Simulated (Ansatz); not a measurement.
# H6C2O: the cost of one run

All numbers below are computed with Ansatz 0.2.0 (DFT PBE+D3(BJ), plane waves, PAW, scalar-relativistic, no spin polarisation).

## Step 1: The starting structure

The cell holds 36 atoms (C8H24O4): a = 7.348 Å, b = 7.348 Å, c = 7.348 Å, α = 90.00°, β = 90.00°, γ = 90.00°.

Its coordinates follow in the input file.

## Step 2: Relaxing the start

input.yaml reads:

```yaml
accuracy: low
crystal:
  lattice:
    - [7.348362, 0.0, 0.0]
    - [0.0, 7.348362, 0.0]
    - [0.0, 0.0, 7.348362]
  atoms:
    - { symbol: O, position: [0.9741142, 0.1448951, 0.8268709] }
    - { symbol: C, position: [0.9544382, 0.1213991, 0.6636846] }
    - { symbol: H, position: [0.9508576, 0.2357055, 0.5663039] }
    - { symbol: H, position: [0.9390688, -0.0155363, 0.6038997] }
    - { symbol: O, position: [0.5137469, 0.6354178, 0.2651087] }
    - { symbol: C, position: [0.6008565, 0.5417726, 0.3709928] }
    - { symbol: H, position: [0.6167842, 0.3935978, 0.3522232] }
    - { symbol: H, position: [0.6688247, 0.5997571, 0.49174] }
    - { symbol: O, position: [0.8810468, 0.8452766, -0.0689468] }
    - { symbol: C, position: [0.7933597, 0.7404706, 0.02537] }
    - { symbol: H, position: [0.7416106, 0.6096761, -0.0273233] }
    - { symbol: H, position: [0.7606568, 0.7703259, 0.1689003] }
    - { symbol: O, position: [0.8650294, 0.0005592, 0.326973] }
    - { symbol: C, position: [0.9993112, 0.0050831, 0.2294185] }
    - { symbol: H, position: [0.9963205, 0.0657151, 0.0920264] }
    - { symbol: H, position: [1.1316295, -0.0511919, 0.2728551] }
    - { symbol: C, position: [0.4028646, 0.7445736, 0.6691573] }
    - { symbol: H, position: [0.5364219, 0.7440785, 0.6047279] }
    - { symbol: H, position: [0.3005225, 0.7009703, 0.5711074] }
    - { symbol: H, position: [0.3711334, 0.8816114, 0.7160904] }
    - { symbol: H, position: [0.4033806, 0.6516341, 0.7847036] }
    - { symbol: C, position: [0.5241748, 0.0598716, 0.9019418] }
    - { symbol: H, position: [0.434333, 0.025828, 1.014895] }
    - { symbol: H, position: [0.6298695, 0.1525917, 0.9490647] }
    - { symbol: H, position: [0.4457146, 0.1249822, 0.7942684] }
    - { symbol: H, position: [0.586782, -0.0639154, 0.8495391] }
    - { symbol: C, position: [0.1770561, 0.4890243, 0.0342906] }
    - { symbol: H, position: [0.2144092, 0.4084714, 0.1530548] }
    - { symbol: H, position: [0.0991417, 0.4050528, -0.0598746] }
    - { symbol: H, position: [0.2998795, 0.5377866, -0.0329818] }
    - { symbol: H, position: [0.0947938, 0.6047863, 0.076964] }
    - { symbol: C, position: [0.0160044, 0.7007912, 0.4713215] }
    - { symbol: H, position: [0.0660877, 0.8393083, 0.4541865] }
    - { symbol: H, position: [0.0536292, 0.6196417, 0.3530503] }
    - { symbol: H, position: [-0.1316481, 0.7029361, 0.4848514] }
    - { symbol: H, position: [0.075949, 0.6412786, 0.5931978] }
basis:
  ecutwfc: 420.0
kpoints:
  mp_grid: { grid: [1, 1, 1] }
hamiltonian:
  xc: pbe
  dispersion: d3bj
scf:
  occupations: { method: fermi_dirac, width: 0.02 }
  lower_state_search: "off"
relax:
  f_tol: 0.3
  max_steps: 15
  adjacent_minimum: "off"
output:
  write_density: true
  write_potential: true
  elf: true
  volumetric_format: npy
```

The run is started by

```sh
$ ansatz run input.yaml --threads 1 --pin off --max-ram 3072MiB --backend cpu --events-out ev --progress --plain --runs-dir out
```

What time and memory should one allow on 1 thread of Arm Neoverse V2, shared host?

About 37 s, with a peak of 0.41 GiB.
